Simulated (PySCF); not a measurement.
# Sb⁻: electron affinity in aug-cc-pwCVQZ-PP with ECP28

Aim: the electron affinity of antimony from differences of total energies, at each level of theory, and how far each lands from the tabulated value where there is one.

The numbers are computed with PySCF 2.14.0 (unrestricted determinants in a Gaussian basis, no spin-orbit coupling in the energies), except any that are marked as measured or tabulated.

**1. The system**

| Quantity | Value |
| --- | --- |
| Element | antimony (Z = 51) |
| Basis | aug-cc-pwCVQZ-PP with ECP28MDF (10s10p8d6f4g1h, 169 functions) |
| Hamiltonian | scalar relativity through the core potential |
| State 1 | Sb⁻: [Kr] 4d10 5s2 5p4, high-spin 3P determinant |
| Needed too, but not shown | Sb [Kr] 4d10 5s2 5p3 (4S) |
| Methods | UHF, LDA, PBE, PBE0, r2SCAN, PW91, BP86, r2SCANh, MP2 |
| Core shells frozen in the correlated runs | valence: 4s2 4p6 4d10; valence and next inner shell: nothing (for Sb⁻) |

The outer shells:

Sb- [Kr] 4d10 5s2 5p4
```
[Kr] core
4d [↑↓][↑↓][↑↓][↑↓][↑↓]
5s [↑↓]
5p [↑↓][↑ ][↑ ]
```

The runs were made by one driver on top of PySCF. The scripts below sum up each run's settings (the driver also hands on starting orbitals that pick excited configurations, and frozen orbitals as a list rather than a count), and the logs come from the driver's own runs. The driver starts from symmetry-adapted Hartree-Fock orbitals, holds the occupation by maximum overlap and uses a logarithmic radial grid for functionals, so a plain start would take other cycles.

It was started by

```console
$ OMP_NUM_THREADS=2 python atomrun2.py TASK.json OUT
```

The integrals over 169 functions and the set-up took 7.4 s of CPU time.

**2. Sb⁻**

Level: UHF.

input.py reads:

```python
from pyscf import gto, scf, dft, mp, cc
import basis_set_exchange as bse
txt = bse.get_basis("aug-cc-pwCVQZ-PP", elements=["Sb"], fmt="nwchem", header=False)
cut = txt.index("\nECP")
mol = gto.M(atom="Sb 0 0 0", charge=-1, spin=2, symmetry="D2h",
            basis=gto.basis.parse(txt[:cut]),
            ecp={"Sb": gto.basis.parse_ecp(txt[cut:])})
mf = scf.UHF(mol)
mf.irrep_nelec = {'Ag': (4, 4), 'B1g': (1, 1), 'B2g': (1, 1), 'B3g': (1, 1), 'B1u': (2, 1), 'B2u': (2, 2), 'B3u': (2, 1)}
mf.kernel()
```

Level: LDA.

input.py differs from the last one in:

```diff
@@ -7,3 +7,3 @@
             ecp={"Sb": gto.basis.parse_ecp(txt[cut:])})
-mf = scf.UHF(mol)
+mf = dft.UKS(mol, xc="LDA,VWN")
 mf.irrep_nelec = {'Ag': (4, 4), 'B1g': (1, 1), 'B2g': (1, 1), 'B3g': (1, 1), 'B1u': (2, 1), 'B2u': (2, 2), 'B3u': (2, 1)}
```

Level: PBE.

input.py differs from the last one in:

```diff
@@ -7,3 +7,3 @@
             ecp={"Sb": gto.basis.parse_ecp(txt[cut:])})
-mf = dft.UKS(mol, xc="LDA,VWN")
+mf = dft.UKS(mol, xc="PBE")
 mf.irrep_nelec = {'Ag': (4, 4), 'B1g': (1, 1), 'B2g': (1, 1), 'B3g': (1, 1), 'B1u': (2, 1), 'B2u': (2, 2), 'B3u': (2, 1)}
```

Level: PBE0.

input.py differs from the last one in:

```diff
@@ -7,3 +7,3 @@
             ecp={"Sb": gto.basis.parse_ecp(txt[cut:])})
-mf = dft.UKS(mol, xc="PBE")
+mf = dft.UKS(mol, xc="PBE0")
 mf.irrep_nelec = {'Ag': (4, 4), 'B1g': (1, 1), 'B2g': (1, 1), 'B3g': (1, 1), 'B1u': (2, 1), 'B2u': (2, 2), 'B3u': (2, 1)}
```

Level: r2SCAN.

input.py differs from the last one in:

```diff
@@ -7,3 +7,3 @@
             ecp={"Sb": gto.basis.parse_ecp(txt[cut:])})
-mf = dft.UKS(mol, xc="PBE0")
+mf = dft.UKS(mol, xc="R2SCAN")
 mf.irrep_nelec = {'Ag': (4, 4), 'B1g': (1, 1), 'B2g': (1, 1), 'B3g': (1, 1), 'B1u': (2, 1), 'B2u': (2, 2), 'B3u': (2, 1)}
```

Level: PW91.

input.py differs from the last one in:

```diff
@@ -7,3 +7,3 @@
             ecp={"Sb": gto.basis.parse_ecp(txt[cut:])})
-mf = dft.UKS(mol, xc="R2SCAN")
+mf = dft.UKS(mol, xc="PW91,PW91")
 mf.irrep_nelec = {'Ag': (4, 4), 'B1g': (1, 1), 'B2g': (1, 1), 'B3g': (1, 1), 'B1u': (2, 1), 'B2u': (2, 2), 'B3u': (2, 1)}
```

Level: BP86.

input.py differs from the last one in:

```diff
@@ -7,3 +7,3 @@
             ecp={"Sb": gto.basis.parse_ecp(txt[cut:])})
-mf = dft.UKS(mol, xc="PW91,PW91")
+mf = dft.UKS(mol, xc="B88,P86")
 mf.irrep_nelec = {'Ag': (4, 4), 'B1g': (1, 1), 'B2g': (1, 1), 'B3g': (1, 1), 'B1u': (2, 1), 'B2u': (2, 2), 'B3u': (2, 1)}
```

Level: r2SCANh.

input.py differs from the last one in:

```diff
@@ -7,3 +7,3 @@
             ecp={"Sb": gto.basis.parse_ecp(txt[cut:])})
-mf = dft.UKS(mol, xc="B88,P86")
+mf = dft.UKS(mol, xc="HYB_MGGA_XC_R2SCANH")
 mf.irrep_nelec = {'Ag': (4, 4), 'B1g': (1, 1), 'B2g': (1, 1), 'B3g': (1, 1), 'B1u': (2, 1), 'B2u': (2, 2), 'B3u': (2, 1)}
```

Level: MP2 (valence).

input.py differs from the last one in:

```diff
@@ -7,4 +7,5 @@
             ecp={"Sb": gto.basis.parse_ecp(txt[cut:])})
-mf = dft.UKS(mol, xc="HYB_MGGA_XC_R2SCANH")
+mf = scf.UHF(mol)
 mf.irrep_nelec = {'Ag': (4, 4), 'B1g': (1, 1), 'B2g': (1, 1), 'B3g': (1, 1), 'B1u': (2, 1), 'B2u': (2, 2), 'B3u': (2, 1)}
 mf.kernel()
+mp.UMP2(mf, frozen=9).kernel()
```

**3. Sb⁻, continued**

Level: MP2 (valence and next inner shell).

Edit input.py of step 2 so:

```diff
@@ -10,2 +10,2 @@
 mf.kernel()
-mp.UMP2(mf, frozen=9).kernel()
+mp.UMP2(mf, frozen=0).kernel()
```

Before running it: what results should come out?

**Answer**, as computed:

| quantity | value |
| --- | --- |
| electron affinity, Sb | UHF -0.050, MP2 (valence and next inner shell) 0.695 eV; reference 1.046 |

In words: The methods span 1.239 eV, from UHF (-0.050) to LDA (1.189). The reference is uncertain or not like for like (spin-orbit coupling or other relativistic terms), so no ranking of close methods is drawn. The basis is finite, and no extrapolation was made.
